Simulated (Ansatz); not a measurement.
# CH₆FNSiTe: up Jacob's ladder to CCSD(T)

One table from this session's results is given with a row withheld; the runs are named, their logs left out.

Method: functionals in def2-TZVPP, the program's frozen cores in correlated methods; program: Ansatz 0.2.0, Gaussian basis.

The runs, in order: PBE-D4, r2SCAN-D4, PBE0-D4, B3LYP-D4, ωB97X-V, ωB97M-V, B2PLYP; CCSD(T)/def2-TZVPP; MP2/def2-QZVPP; extrapolation to the limit.

## Structure used throughout

An earlier PBE0-D4 in a triple-zeta def2 set relaxation fixed the geometry. Te takes the def2 core potential; no spin-orbit term is included.

11 atoms, charge 0, spin multiplicity 1.

Atoms are counted from 1 here; the program's logs count them from 0.

Bond lengths: N1–Si2 1.707 Å, N1–H6 1.006 Å, N1–H7 1.005 Å, Si2–C3 1.900 Å, Si2–H8 1.486 Å, Si2–H9 1.485 Å, C3–F4 1.384 Å, C3–Te5 2.151 Å, C3–H10 1.096 Å, Te5–H11 1.660 Å. Angles: Si2–N1–H6 121.9°, Si2–N1–H7 121.1°, H6–N1–H7 112.4°, N1–Si2–C3 112.7°, N1–Si2–H8 107.1°, N1–Si2–H9 111.9°, C3–Si2–H8 108.6°, C3–Si2–H9 105.7°, H8–Si2–H9 110.9°, Si2–C3–F4 111.5°, Si2–C3–Te5 110.2°, Si2–C3–H10 111.6°, F4–C3–Te5 111.8°, F4–C3–H10 108.3°, Te5–C3–H10 103.2°, C3–Te5–H11 93.1°.

Set-up of the first run:

The input, in.yaml:

```yaml
crystal:
  periodic: [false, false, false]
  atoms:
    - {symbol: N, position_ang: [0.396496, 0.445724, 1.715290]}
    - {symbol: Si, position_ang: [0.275316, -0.719328, 0.473893]}
    - {symbol: C, position_ang: [0.293054, 0.054559, -1.261742]}
    - {symbol: F, position_ang: [0.356119, -0.913372, -2.248759]}
    - {symbol: Te, position_ang: [-1.409169, 1.344886, -1.517922]}
    - {symbol: H, position_ang: [-0.274455, 1.189374, 1.813411]}
    - {symbol: H, position_ang: [1.283985, 0.673432, 2.128994]}
    - {symbol: H, position_ang: [1.450612, -1.619814, 0.604227]}
    - {symbol: H, position_ang: [-0.992565, -1.488578, 0.558102]}
    - {symbol: H, position_ang: [1.143693, 0.733242, -1.391284]}
    - {symbol: H, position_ang: [-2.457588, 0.242976, -0.853610]}
basis:
  gaussian: {orbitals: def2-TZVPP}
hamiltonian: {xc: pbe, dispersion: d4}
output: {forces: true, orbitals: {seedname: orbitals}}
```

Started as:

```sh
$ ansatz run in.yaml --threads 2 --pin off --events-out ev --progress --plain --max-ram 32768MiB --backend cpu
```

Among the steps run: PBE-D4 (GGA); r2SCAN-D4 (meta-GGA); PBE0-D4 (hybrid); B3LYP-D4 (hybrid); ωB97X-V (range-separated); ωB97M-V (range-separated); B2PLYP (double hybrid); CCSD(T) in def2-TZVPP; MP2 in def2-QZVPP.

One of the session's tables, all rows but one given; the rest of the session is left out.

```
            method  atomisation energy (kcal/mol)
            PBE-D4                          863.5
         r2SCAN-D4                              ?
           PBE0-D4                          843.7
          B3LYP-D4                          848.2
           ωB97X-V                          851.8
           ωB97M-V                          847.7
            B2PLYP                          834.7
     HF/def2-TZVPP                          578.4
    MP2/def2-TZVPP                          831.5
   CCSD/def2-TZVPP                          806.4
CCSD(T)/def2-TZVPP                          821.4
           MP2/CBS                          861.6
       CCSD(T)/CBS                          851.5
```

Q: Estimate the row for r2SCAN-D4 from the others.

As computed: atomisation energy (kcal/mol): 844.9. In the column «atomisation energy (kcal/mol)» it lies between PBE0-D4 (843.7) and ωB97M-V (847.7).

Caveats from the session: Free atoms (1 N, 1 Si, 1 C, 1 F, 1 Te, 6 H) were run apart at each level; the atomisation energy is their sum less the molecule, without zero-point or spin-orbit terms.
